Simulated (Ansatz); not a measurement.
# H2NZr: the cost of one run

Program: Ansatz 0.2.0, Gaussian basis. Level of theory: def2-TZVPP, core rule «outside noble gas», up to 5 orbitals frozen. These are calculated values, not measurements.

Plan: UHF; CCSD(T) on ROHF; CCSD(T) on UHF; CCSDT(Q) on ROHF; CCSDT(Q) on UHF.

7 further runs of the same task are left out: 2 for a known fault of the program, 5 set aside as unsound or not needed.

### Step 1. The system

The geometry is a PBE0/def2-TZVP stationary point (not a proven minimum) of the parent state, kept for this charge and spin. No spin-orbit coupling is included. Elements past krypton take def2 core potentials.

4 atoms, charge 1, spin multiplicity 3.

Atoms are counted from 1 here; the program's logs count them from 0.

Bond lengths: Zr1–N2 1.979 Å, N2–H3 1.014 Å, N2–H4 1.014 Å. Angles: Zr1–N2–H3 125.0°, Zr1–N2–H4 125.0°, H3–N2–H4 110.1°.

### Step 2. UHF

Input file in.yaml:

```yaml
crystal:
  periodic: [false, false, false]
  atoms:
    - {symbol: Zr, position_ang: [-0.000357, 0.000000, 0.306596]}
    - {symbol: N, position_ang: [0.003977, -0.000001, -1.672521]}
    - {symbol: H, position_ang: [-0.011471, 0.830703, -2.253332]}
    - {symbol: H, position_ang: [-0.011471, -0.830705, -2.253331]}
basis:
  gaussian: {orbitals: def2-TZVPP}
total_charge: 1
magnetization: {spin_polarized: true, initial_magnetization: 2}
hamiltonian: {xc: hf}
output: {orbitals: {seedname: orbitals}}
```

On the command line:

```bash
$ ansatz run in.yaml --threads 1 --pin off --events-out ev --progress --plain --max-ram 4096MiB --backend cpu
```

**Question.** How long does this run take on 1 thread of AMD EPYC 7R13, shared host, and how much memory does it need?

About 10 s, with a peak of 0.25 GiB.
